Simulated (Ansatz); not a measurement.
# GeH₄O (built from SMILES O.[GeH2]): single points off equilibrium

One table from this session's results is given with a row withheld; the runs are named, their logs left out.

Method: single points in def2-TZVPP; program: Ansatz 0.2.0, Gaussian basis.

Correlated methods freeze the cores. Filled d shells of the heavier atoms are correlated.

**The system as given**

6 atoms, charge 0, spin multiplicity 1.

Atoms are counted from 1 here; the program's logs count them from 0.

Bond lengths: Ge1–H2 1.818 Å, Ge1–H5 1.763 Å, O3–H6 1.142 Å. Angles: H2–Ge1–H5 76.5°.

Geometry (Å):

```xyz
6
GeH4O
Ge   -0.16240    0.73000    1.22010
H     0.13390    0.06640   -0.44610
O     0.04170   -1.29030   -0.45440
H     0.26420    1.56010   -0.52730
H    -1.74710    0.81830    0.45360
H     1.10320   -1.69540   -0.33990
```

The first run:

The input, run/in.yaml:

```yaml
crystal:
  periodic: [false, false, false]
  atoms:
    - {symbol: Ge, position_ang: [-0.162400, 0.730000, 1.220100]}
    - {symbol: H, position_ang: [0.133900, 0.066400, -0.446100]}
    - {symbol: O, position_ang: [0.041700, -1.290300, -0.454400]}
    - {symbol: H, position_ang: [0.264200, 1.560100, -0.527300]}
    - {symbol: H, position_ang: [-1.747100, 0.818300, 0.453600]}
    - {symbol: H, position_ang: [1.103200, -1.695400, -0.339900]}
basis:
  gaussian: {orbitals: def2-TZVPP}
correlation: {method: ccsd_t}
output: {forces: true}
```

No record of the launch command was kept for these runs.

Steps of the session up to this table: CCSD(T)/def2-TZVPP; PBE0-D4/def2-TZVPP; wB97M-V/def2-TZVPP; r2SCAN-D4/def2-TZVPP; PBE-D4/def2-TZVPP; r2SCAN0-D4/def2-TZVPP; r2SCANh-D4/def2-TZVPP.

One of the session's tables, all rows but one given; the rest of the session is left out.

```
    method  RMS force component (eV/Å)  angle to CCSD(T) forces (°)  dipole (D)
   CCSD(T)                       2.037                    reference        2.13
   PBE0-D4                           ?                            ?           ?
   wB97M-V                       2.151                          2.2        2.42
 r2SCAN-D4                       1.987                          3.3        2.16
    PBE-D4                       1.813                          4.0        2.15
r2SCAN0-D4                       2.200                          2.5        2.29
r2SCANh-D4                       2.074                          2.9        2.21
```

Estimate the missing values for PBE0-D4.

The run gave: RMS force component (eV/Å): 2.098; angle to CCSD(T) forces (°): 2.8; dipole (D): 2.28. In the column «RMS force component (eV/Å)» it lies between r2SCANh-D4 (2.074) and wB97M-V (2.151).
